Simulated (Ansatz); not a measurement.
# CH3B2F (SMILES BC=BF): one structure at several levels

An exercise on one series of results from a longer session: the logs are not shown, and one member is left open.

Computed with Ansatz 0.2.0, Gaussian basis. Level: single points in def2-TZVPP.

Correlated methods freeze the cores.

**The system as given**

SMILES `BC=BF`, 7 atoms, charge 0, spin multiplicity 1.

Atoms are counted from 1 here; the program's logs count them from 0.

Bond lengths: B1–C2 1.518 Å, B1–H5 1.184 Å, B1–H6 1.169 Å, C2–B3 1.364 Å, C2–H7 1.069 Å, B3–F4 1.353 Å. Angles: C2–B1–H5 122.6°, C2–B1–H6 114.4°, H5–B1–H6 121.9°, B1–C2–B3 116.4°, B1–C2–H7 119.7°, B3–C2–H7 123.7°, C2–B3–F4 169.1°.

Geometry (Å):

```xyz
7
charge 0, multiplicity 1
B     0.1359    0.3119   -1.0458
C    -0.6037    0.0122    0.2451
B     0.1645   -0.3183    1.3221
F     1.1126   -0.6770    2.2176
H     1.2985    0.1294   -1.1723
H    -0.5582    0.5279   -1.9614
H    -1.6631    0.1487    0.2917
```

The first run:

run/in.yaml

```yaml
crystal:
  periodic: [false, false, false]
  atoms:
    - {symbol: B, position_ang: [0.135900, 0.311900, -1.045800]}
    - {symbol: C, position_ang: [-0.603700, 0.012200, 0.245100]}
    - {symbol: B, position_ang: [0.164500, -0.318300, 1.322100]}
    - {symbol: F, position_ang: [1.112600, -0.677000, 2.217600]}
    - {symbol: H, position_ang: [1.298500, 0.129400, -1.172300]}
    - {symbol: H, position_ang: [-0.558200, 0.527900, -1.961400]}
    - {symbol: H, position_ang: [-1.663100, 0.148700, 0.291700]}
basis:
  gaussian: {orbitals: def2-TZVPP}
correlation: {method: ccsd_t}
output: {forces: true}
```

The command line of these runs was not kept.

Among the steps run: CCSD(T)/def2-TZVPP; PBE0-D4/def2-TZVPP; wB97M-V/def2-TZVPP; r2SCAN-D4/def2-TZVPP; PBE-D4/def2-TZVPP; B97M-V/def2-TZVPP; r2SCAN0-D4/def2-TZVPP.

One of the session's tables, all rows but one given; the rest of the session is left out.

| method | RMS force component (eV/Å) | angle to CCSD(T) forces (°) | dipole (D) |
| --- | --- | --- | --- |
| CCSD(T) | 1.330 | reference | 1.70 |
| PBE0-D4 | 1.337 | 5.7 | 1.75 |
| wB97M-V | 1.251 | 5.6 | 1.81 |
| r2SCAN-D4 | ? | ? | ? |
| PBE-D4 | 1.239 | 6.2 | 1.82 |
| B97M-V | 1.334 | 6.8 | 1.89 |
| r2SCAN0-D4 | 1.377 | 7.2 | 1.74 |

Estimate the missing values for r2SCAN-D4.

The run gave: RMS force component (eV/Å): 1.302; angle to CCSD(T) forces (°): 4.5; dipole (D): 1.79. In the column «RMS force component (eV/Å)» it lies between wB97M-V (1.251) and CCSD(T) (1.330).
